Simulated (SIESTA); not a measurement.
Mg3TiO4, 8 atoms in the cell. The typed cell holds 8 atoms: a = 4.314 Å, b = 4.314 Å, c = 4.314 Å, α = 90.00°, β = 90.00°, γ = 90.00°. The cell comes from a database or a generator and needn't be the stable form of this composition. The cell isn't the ideal one: atoms moved at random, drawn with an rms of 0.05 Å.

* Program: SIESTA 5.4.2
* Task: single point
* Functional: PBE
* Potentials or basis: PseudoDojo 0.4 standard (PBE files)
* Basis: DZP (energy shift 0.003 Ry; two zetas on semicore shells)
* Grid cutoff: 800 Ry
* Energy shift: 0.003 Ry
* k mesh: 6 × 6 × 6
* Occupations: fermi-dirac, width 0.05 eV
* Spin: no spin polarisation

Potentials or basis: PseudoDojo 0.4 standard (PBE files), DZP (energy shift 0.003 Ry; two zetas on semicore shells).

Command:

```console
$ siesta < Mg3TiO4.fdf > Mg3TiO4.out 2>&1
```

Hardware: 1 thread of Arm Neoverse V2 (shared host).

**Question.** Estimate the wall time of this run.

**Answer.** Run time: 2.2 min on 1 thread of Arm Neoverse V2 (shared host), peak memory 0.57 GiB. Counts: scf iterations 11, k points 132, bands 114.
